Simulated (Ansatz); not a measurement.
# C3H4F4O: up Jacob's ladder to CCSD(T)

An exercise on one series of results from a longer session: the logs are not shown, and one member is left open.

Computed with Ansatz 0.2.0, Gaussian basis. Level: functionals in def2-TZVPP, the program's frozen cores in correlated methods.

Plan: PBE-D4, r2SCAN-D4, PBE0-D4, B3LYP-D4, ωB97X-V, ωB97M-V, B2PLYP; CCSD(T)/def2-TZVPP; MP2/def2-QZVPP; extrapolation to the limit.

**Structure used throughout**

The geometry comes from an earlier relaxation with PBE0-D4 in a triple-zeta def2 set; it is a stationary point, not always the lowest conformer.

SMILES `FCOC(F)C(F)F`, 12 atoms, charge 0, spin multiplicity 1.

Atoms are counted from 1 here; the program's logs count them from 0.

Bond lengths: F1–C2 1.370 Å, C2–O3 1.386 Å, C2–H9 1.090 Å, C2–H10 1.094 Å, O3–C4 1.376 Å, C4–F5 1.372 Å, C4–C6 1.520 Å, C4–H11 1.095 Å, C6–F7 1.348 Å, C6–F8 1.348 Å, C6–H12 1.095 Å. Angles: F1–C2–O3 110.3°, F1–C2–H9 108.7°, F1–C2–H10 107.6°, O3–C2–H9 106.6°, O3–C2–H10 111.6°, H9–C2–H10 112.0°, C2–O3–C4 115.1°, O3–C4–F5 110.1°, O3–C4–C6 107.3°, O3–C4–H11 112.6°, F5–C4–C6 108.1°, F5–C4–H11 107.9°, C6–C4–H11 110.7°, C4–C6–F7 109.1°, C4–C6–F8 109.0°, C4–C6–H12 111.8°, F7–C6–F8 108.2°, F7–C6–H12 109.4° and more.

Coordinates:

```xyz
12
charge 0, multiplicity 1
F    -0.32427    2.44990   -0.01080
C    -1.08806    1.43981   -0.53309
O    -0.80770    0.24404    0.10814
C     0.41203   -0.31185   -0.20140
F     0.36236   -0.89690   -1.44087
C     0.68559   -1.40010    0.82429
F     0.84518   -0.83229    2.03625
F     1.83268   -2.02994    0.50053
H    -2.13747    1.65911   -0.33821
H    -0.87359    1.38274   -1.60438
H     1.22178    0.42579   -0.20975
H    -0.12853   -2.13033    0.86928
```

Set-up of the first run:

in.yaml reads:

```yaml
crystal:
  periodic: [false, false, false]
  atoms:
    - {symbol: F, position_ang: [-0.324275, 2.449897, -0.010799]}
    - {symbol: C, position_ang: [-1.088063, 1.439807, -0.533091]}
    - {symbol: O, position_ang: [-0.807696, 0.244038, 0.108141]}
    - {symbol: C, position_ang: [0.412031, -0.311855, -0.201400]}
    - {symbol: F, position_ang: [0.362362, -0.896901, -1.440866]}
    - {symbol: C, position_ang: [0.685586, -1.400099, 0.824286]}
    - {symbol: F, position_ang: [0.845180, -0.832288, 2.036253]}
    - {symbol: F, position_ang: [1.832683, -2.029937, 0.500535]}
    - {symbol: H, position_ang: [-2.137466, 1.659108, -0.338206]}
    - {symbol: H, position_ang: [-0.873589, 1.382735, -1.604385]}
    - {symbol: H, position_ang: [1.221782, 0.425790, -0.209747]}
    - {symbol: H, position_ang: [-0.128527, -2.130325, 0.869278]}
basis:
  gaussian: {orbitals: def2-TZVPP}
hamiltonian: {xc: pbe, dispersion: d4}
output: {forces: true, orbitals: {seedname: orbitals}}
```

Started as:

```sh
$ ansatz run in.yaml --threads 2 --pin off --events-out ev --progress --plain --max-ram 22528MiB --backend cuda --devices 0, --max-vram 18GiB
```

Among the steps run: PBE-D4 (GGA); r2SCAN-D4 (meta-GGA); PBE0-D4 (hybrid); B3LYP-D4 (hybrid); ωB97X-V (range-separated); ωB97M-V (range-separated); B2PLYP (double hybrid); CCSD(T) in def2-TZVPP; MP2 in def2-QZVPP.

One table of the session follows, with a row left open; its other results are not shown here.

It belongs to the step «Atomisation energies». 

| method | atomisation energy (kJ/mol) |
| --- | --- |
| PBE-D4 | 4994.1 |
| r2SCAN-D4 | 4825.5 |
| PBE0-D4 | ? |
| B3LYP-D4 | 4774.0 |
| ωB97X-V | 4818.8 |
| ωB97M-V | 4818.1 |
| B2PLYP | 4742.5 |
| HF/def2-TZVPP | 3308.8 |
| MP2/def2-TZVPP | 4839.2 |
| CCSD/def2-TZVPP | 4571.4 |
| CCSD(T)/def2-TZVPP | 4665.6 |
| MP2/CBS | 4971.1 |
| CCSD(T)/CBS | 4797.4 |

Q: Estimate the row for PBE0-D4 from the others.

The run gave: atomisation energy (kJ/mol): 4823.9. In the column «atomisation energy (kJ/mol)» it lies between ωB97X-V (4818.8) and r2SCAN-D4 (4825.5).

Caveats from the session: Free atoms (4 F, 3 C, 1 O, 4 H) were run apart at each level; the atomisation energy is their sum less the molecule, without zero-point or spin-orbit terms.
